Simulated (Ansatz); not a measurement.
A first try at harmonic frequencies at the relaxed geometry of CH5FGeSi, SMILES F[CH]1[SiH2][GeH2]1, using Ansatz 0.2.0, Python API.

`freq_ch5fgesi.py`:
```python
"""Vibrations of CH5FGeSi."""

import ansatz as az
from ase import Atoms
from ase.thermochemistry import IdealGasThermo
import numpy as np

system = (
    az.Crystal.molecule()
    .atom("F", (-0.1261, -0.7167, -1.871))
    .atom("C", (-0.3984, 0.2025, -0.8393))
    .atom("Si", (1.1001, 0.6054, 0.0618))
    .atom("Ge", (-0.6163, -0.7013, 0.8304))
    .atom("H", (-1.0769, 1.047, -1.0608))
    .atom("H", (1.1578, 1.9375, 0.7259))
    .atom("D", (2.3305, -0.2231, -0.2429))
    .atom("H", (-0.5232, -2.2296, 0.6519))
    .atom("H", (-1.7588, 0.0321, 1.7269))
)

model = (
    system.calculation()
    .basis(gaussian="def2-SVP")
    .functional("PBE0")
)
symbols = [site.symbol for site in system.cartesian_sites]
start = np.array([site.position_ang for site in system.cartesian_sites], dtype=float)
r = model.relax(force_tolerance=0.003, max_steps=30).run().report
end = np.array(r["positions_ang"])

print("bond        before    after (A)")
for i, j in [(0, 1), (1, 2), (1, 3), (1, 4), (2, 3), (2, 5), (2, 6), (3, 7), (3, 8)]:
    d0, d1 = (np.linalg.norm(xyz[i] - xyz[j]) for xyz in (start, end))
    print(f"{symbols[i]}{i}-{symbols[j]}{j}".ljust(10), f"{d0:8.4f} {d1:8.4f}")

# frequencies need a stationary point, so they are taken at the relaxed geometry
minimum = az.Crystal.molecule()
for symbol, xyz in zip(symbols, end):
    minimum = minimum.atom(symbol, xyz.tolist())
vibrating = (
    minimum.calculation()
    .basis(gaussian="def2-SVP")
    .functional("PBE0")
    .phonons(temperatures=(200, 600, 100))
)
vib = vibrating.run().report["vibrations"]
sums = vib["harmonic_sums"]
modes = [m["omega_inv_cm"] for m in sums["modes_at_gamma"] if m["rigid_motion"] == "no"]
for number, w in enumerate(modes, start=1):
    print(f"mode {number:2d} {w:9.1f} 1/cm {w / 8065.544 * 1000:8.2f} meV")
print("imaginary modes:", sum(w < 0 for w in modes), " zero-point energy:", round(sums["zero_point_energy_ev"], 4), "eV")
# rigid rotor and ideal gas, symmetry number taken as one
gas = IdealGasThermo(vib_energies=[w / 8065.544 for w in modes if w > 0], geometry="linear" if len(modes) == 3 * len(symbols) - 5 else "nonlinear",
                     atoms=Atoms(symbols, positions=end), symmetrynumber=1, spin=0.0)
print(f"H(298 K) - E = {gas.get_enthalpy(298.15, verbose=False):.4f} eV")
print(f"S(298 K, 1 bar) = {96485.33 * gas.get_entropy(298.15, 1e5, verbose=False):.1f} J/(mol K) with symmetry number 1")
```

```console
$ python freq_ch5fgesi.py
Traceback (most recent call last):
  File "freq_ch5fgesi.py", line 16, in <module>
    .atom("D", (2.3305, -0.2231, -0.2429))
     ~~~~^^^^^^^^^^^^^^^^^^^^^^^^^^^^^^^^^
  ...
ansatz.errors.InputError: .atom('D', …): `D` is not an element symbol (H … Og, case-exact)
$ echo $?
1
```
(Library frames cut from the traceback.)

Why does it end like this?

The fault: the element symbol isn't valid. The cap on steps that the faulty run carried goes too. Mended:

```diff
--- before
+++ after
@@ -15,3 +15,3 @@
     .atom("H", (1.1578, 1.9375, 0.7259))
-    .atom("D", (2.3305, -0.2231, -0.2429))
+    .atom("H", (2.3305, -0.2231, -0.2429))
     .atom("H", (-0.5232, -2.2296, 0.6519))
@@ -27,3 +27,3 @@
 start = np.array([site.position_ang for site in system.cartesian_sites], dtype=float)
-r = model.relax(force_tolerance=0.003, max_steps=30).run().report
+r = model.relax(force_tolerance=0.003).run().report
 end = np.array(r["positions_ang"])
```

With that change:

`python freq_ch5fgesi.py` gives:
```text
bond        before    after (A)
F0-C1        1.4084   1.3643
C1-Si2       1.7944   1.9085
C1-Ge3       1.9111   2.0083
C1-H4        1.1057   1.1038
Si2-Ge3      2.2900   2.3272
Si2-H5       1.4896   1.4910
Si2-H6       1.5143   1.4882
Ge3-H7       1.5415   1.5301
Ge3-H8       1.6269   1.5315
mode  1     178.6 1/cm    22.15 meV
mode  2     219.0 1/cm    27.16 meV
mode  3     317.6 1/cm    39.37 meV
mode  4     362.3 1/cm    44.92 meV
mode  5     400.7 1/cm    49.68 meV
mode  6     469.9 1/cm    58.26 meV
mode  7     531.0 1/cm    65.83 meV
mode  8     584.6 1/cm    72.48 meV
mode  9     626.3 1/cm    77.65 meV
mode 10     665.7 1/cm    82.54 meV
mode 11     727.5 1/cm    90.19 meV
mode 12     830.5 1/cm   102.97 meV
mode 13     898.1 1/cm   111.34 meV
mode 14     925.6 1/cm   114.76 meV
mode 15    1144.2 1/cm   141.86 meV
mode 16    1316.6 1/cm   163.24 meV
mode 17    2168.6 1/cm   268.87 meV
mode 18    2196.2 1/cm   272.29 meV
mode 19    2233.9 1/cm   276.97 meV
mode 20    2269.4 1/cm   281.37 meV
mode 21    3092.4 1/cm   383.41 meV
imaginary modes: 0  zero-point energy: 1.3737 eV
H(298 K) - E = 1.5684 eV
S(298 K, 1 bar) = 329.4 J/(mol K) with symmetry number 1
```

Reading the output:
- The frequencies are harmonic and unscaled, in a modest basis. The result belongs to the one conformer reached from this start, and soft torsions count as harmonic oscillators.
- The entropy takes a symmetry number of 1; a symmetric molecule's is lower by R ln(sigma).
- Timing: 3.4 min on 1 thread of Intel(R) Xeon(R) 6975P-C (Granite Rapids), with other jobs on the host, peak memory 0.36 GiB.

(A comment or docstring line of the script was reworded after the run, the code is as it ran; lines on the test bed's own set-up are left out of the output.)
